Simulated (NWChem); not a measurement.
**SiF4 (silicon tetrafluoride) at PBE0/6-311+G(d,p)**

What is the vertical ionisation energy of SiF4 (silicon tetrafluoride) at PBE0/6-311+G**? 

The calculation is run with NWChem 7.3.0.

5 further runs of the same task are left out: 5 that didn't finish.

## Step 1: The structure to begin with

The species is SiF4 (5 atoms), meant as a singlet with charge 0. SMILES: `F[Si](F)(F)F`. The shape is that of a PBE0-D4/def2-TZVP optimisation.

Bond lengths: F1–Si2 1.562 Å, Si2–F3 1.562 Å, Si2–F4 1.562 Å, Si2–F5 1.562 Å. Angles: F1–Si2–F3 109.5°, F1–Si2–F4 109.5°, F1–Si2–F5 109.5°, F3–Si2–F4 109.5°, F3–Si2–F5 109.5°, F4–Si2–F5 109.5°.

## Step 2: Energy and forces at PBE0/6-311+G(d,p)

Input file struct.nw:

```
start struct
memory total 2200 mb
charge 0
geometry noautosym nocenter noautoz
   F     0.143200   -0.791930    1.338460
   Si    0.000000    0.000000    0.000000
   F    -1.047100    1.144420    0.181750
   F    -0.477230   -0.967810   -1.129040
   F     1.381130    0.615320   -0.391170
end
basis spherical bse
   * library 6-311+G**
end
dft
   xc pbe0
   mult 1
   grid fine
   convergence energy 1e-08
   iterations 100
   mulliken
   noprint "final vectors analysis"
end
task dft gradient
```

The run is started by

```sh
$ nwchem struct.nw > struct.out
```

The log of the run:

```text
[...]
          Wavefunction type:  closed shell.
          No. of atoms     :     5
          No. of electrons :    50
[...]
          Charge           :     0
          Spin multiplicity:     1
[...]
          AO basis - number of functions:   118
[...]
              XC Information
              --------------
                         PBE0 Method XC Functional
                     Hartree-Fock (Exact) Exchange  0.250
          PerdewBurkeErnzerhof Exchange Functional  0.750
            Perdew 1991 LDA Correlation Functional  1.000 local
           PerdewBurkeErnz. Correlation Functional  1.000 non-local
[...]
 d= 0,ls=0.0,diis     1   -688.6185632585 -9.60D+02  1.14D-02  1.62D+00     2.0
[...]
 d= 0,ls=0.0,diis     7   -688.7442923080 -8.07D-09  2.01D-07  9.45D-10    11.5
         Total DFT energy =     -688.744292307952
      One electron energy =    -1498.748141399905
           Coulomb energy =      600.935518704660
    Exchange-Corr. energy =      -62.542628811694
 Nuclear repulsion energy =      271.610959198988
[...]
      Total Density - Mulliken Population Analysis
     ---------------------------------------------
    Atom       Charge   Shell Charges
 -----------   ------   -------------------------------------------------------
    1 F    9     9.35   1.08  0.92  1.17  1.08  2.38  0.91  1.79 -0.05  0.07  0.00
    2 Si  14    12.60   0.79  1.18  0.95  1.04  0.77 -0.58  1.97  3.90  0.67  0.78  0.53  0.03 -0.03  0.61
    3 F    9     9.35   1.08  0.92  1.17  1.08  2.38  0.91  1.79 -0.05  0.07  0.00
    4 F    9     9.35   1.08  0.92  1.17  1.08  2.38  0.91  1.79 -0.05  0.07  0.00
    5 F    9     9.35   1.08  0.92  1.17  1.08  2.38  0.91  1.79 -0.05  0.07  0.00
[...]
  wavefunction    = closed shell
                         DFT ENERGY GRADIENTS
    atom               coordinates                        gradient
                 x          y          z           x          y          z
   1 F       0.270609  -1.496531   2.529323   -0.001260   0.006962  -0.011764
   2 Si      0.000000   0.000000   0.000000   -0.000001  -0.000004   0.000002
   3 F      -1.978732   2.162640   0.343458    0.009201  -0.010057  -0.001596
   4 F      -0.901834  -1.828896  -2.133576    0.004196   0.008507   0.009923
   5 F       2.609957   1.162786  -0.739204   -0.012135  -0.005408   0.003435
[...]
```

Run time: 16 s. Hardware: 1 thread of Intel Xeon 6975P-C (Granite Rapids), shared host; peak memory 0.13 GiB.

## Step 3: The doublet cation: the energy at UPBE0/6-311+G(d,p)

Input file f4si.xyz:

```xyz
5
F4Si
F      0.143200    -0.791930     1.338460
Si     0.000000     0.000000     0.000000
F     -1.047100     1.144420     0.181750
F     -0.477230    -0.967810    -1.129040
F      1.381130     0.615320    -0.391170
```

Input file run.py:

```python
from ase.io import read
from ase.calculators.nwchem import NWChem

molecule = read('f4si.xyz')

calc = NWChem(
    label='f4si',
    theory='dft',
    memory='2200 mb',
    basis='6-311+G**',
    basispar='spherical bse',
    charge=1,
    dft={'xc': 'pbe0', 'mult': '2', 'grid': 'fine', 'convergence': 'energy 1e-08', 'iterations': '100', 'mulliken': None},
    task='energy',
)
molecule.calc = calc

print(f"energy = {molecule.get_potential_energy():.6f} eV")
```

The run is started by

```sh
$ export ASE_NWCHEM_COMMAND="nwchem PREFIX.nwi > PREFIX.nwo"
$ python run.py
```

The log of the run:

```text
energy = -18726.099553 eV
```

The calculator wrote f4si.nwi:

```
title "f4si"

permanent_dir f4si

scratch_dir f4si

start f4si

geometry units angstrom nocenter noautosym noautoz
  F  1.4319999999999999e-01 -7.9193000000000002e-01 1.3384600000000000e+00
  Si 0.0000000000000000e+00 0.0000000000000000e+00 0.0000000000000000e+00
  F  -1.0470999999999999e+00 1.1444200000000000e+00 1.8174999999999999e-01
  F  -4.7722999999999999e-01 -9.6780999999999995e-01 -1.1290400000000000e+00
  F  1.3811300000000000e+00 6.1531999999999998e-01 -3.9117000000000002e-01
end

charge 1

memory 2200 mb

basis spherical bse noprint
   * library 6-311+G**
end

dft
  xc pbe0
  mult 2
  grid fine
  convergence energy 1e-08
  iterations 100
  mulliken
end

task dft energy
```

f4si.nwo:

```text
Northwest Computational Chemistry Package (NWChem) 7.3.0
             --------------------------------------------------------

           Job information
           ---------------

    nwchem branch   = 7.3.0
    use scalapack   = T
    input           = f4si.nwi
    prefix          = f4si.
    data base       = f4si/f4si.db
    status          = startup
    nproc           =        1

           Memory information
           ------------------

    heap     =     72089598 doubles =      550.0 Mbytes
    stack    =     72089595 doubles =      550.0 Mbytes
    global   =    144179200 doubles =     1100.0 Mbytes (distinct from heap & stack)
    total    =    288358393 doubles =     2200.0 Mbytes
    verify   = yes
    hardfail = no

           Directory information
           ---------------------

  0 permanent = f4si
  0 scratch   = f4si

                                NWChem Input Module
                                -------------------

                                       f4si
                                       ----

 Scaling coordinates for geometry "geometry" by  1.889725989
 (inverse scale =  0.529177249)

                             Geometry "geometry" -> ""
                             -------------------------

 Output coordinates in angstroms (scale by  1.889725989 to convert to a.u.)

[... 16 lines left out ...]
            Nuclear Dipole moment (a.u.)
[... 59 lines left out ...]
  convergence criterion.
[... 16 lines left out ...]
          Convergence on density requested:  1.00D-05
[... 21 lines left out ...]
          Spatial weights used:  Erf1
[... 3 lines left out ...]
          Convergence aids based upon iterative change in
[... 84 lines left out ...]
         Total DFT energy =     -688.171471159103
[... 1 line left out ...]
           Coulomb energy =      586.082591358071
[... 1 line left out ...]
 Nuclear repulsion energy =      271.610959198987
[... 845 lines left out ...]
                     DFT Final Beta Molecular Orbital Analysis
[... 920 lines left out ...]
   alpha     91     92     93     94     95     96     97     98     99    100
    beta     89     92     94     93     97     95     96     98    100     99
 overlap   1.000  0.995  1.000  0.997  0.999  0.767  0.767  1.000  1.000  1.000

   alpha    101    102    103    104    105    106    107    108    109    110
    beta    106    104    105    101    102    103    107    109    110    108
 overlap   1.000  0.688  0.688  1.000  0.712  0.712  1.000  0.988  0.988  1.000

   alpha    111    112    113    114    115    116    117    118
    beta    111    112    113    114    115    116    117    118
 overlap   1.000  1.000  1.000  0.986  0.993  0.988  1.000  1.000

     --------------------------
     Expectation value of S2:
     --------------------------
      <S2> =      0.7574 (Exact =     0.7500)

 center of mass
 --------------
 x =   0.00000000 y =  -0.00000000 z =   0.00000000

 moments of inertia (a.u.)
 ------------------
         441.286373142402           0.001470875723           0.005957826550
           0.001470875723         441.290989282741          -0.002251433574
           0.005957826550          -0.002251433574         441.282280436012

     Multipole analysis of the density
     ---------------------------------

     L   x y z        total         alpha         beta         nuclear
     -   - - -        -----         -----         ----         -------
     0   0 0 0      1.000000    -25.000000    -24.000000     50.000000

     1   1 0 0      0.000102     -0.000041      0.000144      0.000000
[... 8 lines of this table left out ...]
     2   0 0 2    -19.836482    -63.897294    -60.465247    104.526058

 Task  times  cpu:       41.9s     wall:       41.9s
 Total times  cpu:       41.9s     wall:       41.9s
```

It took 43 s on 1 thread of Intel Xeon 6975P-C (Granite Rapids), shared host; peak memory 0.12 GiB.

## Step 4: What came out

Level: PBE0/6-311+G**.

| quantity | value |
| --- | --- |
| singlet SiF4: total energy | -688.74429 Eh |
| singlet SiF4: dipole moment | 0.00 D |
| singlet SiF4: largest force on an atom | 0.706 eV/Å |
| doublet cation: total energy | -688.17147 Eh |
| doublet cation: HOMO energy (highest over α and β) | -20.27 eV |
| doublet cation: LUMO energy (lowest over α and β) | -18.23 eV |
| doublet cation: ⟨S²⟩ | 0.757 |
| vertical ionisation energy (to the doublet cation) | 15.587 eV |

The vertical ionisation energy comes to 15.59 eV (1504 kJ/mol). The largest force (singlet SiF4) is 0.71 eV/Å: the shape isn't a stationary point for this species at this level. Mulliken charges (singlet SiF4) run from -0.35 on F1 to +1.40 on Si2; in a basis this large or diffuse they mean little. Mulliken charges (doublet cation) run from -0.09 on F1 to +1.37 on Si2; in a basis this large or diffuse they mean little.
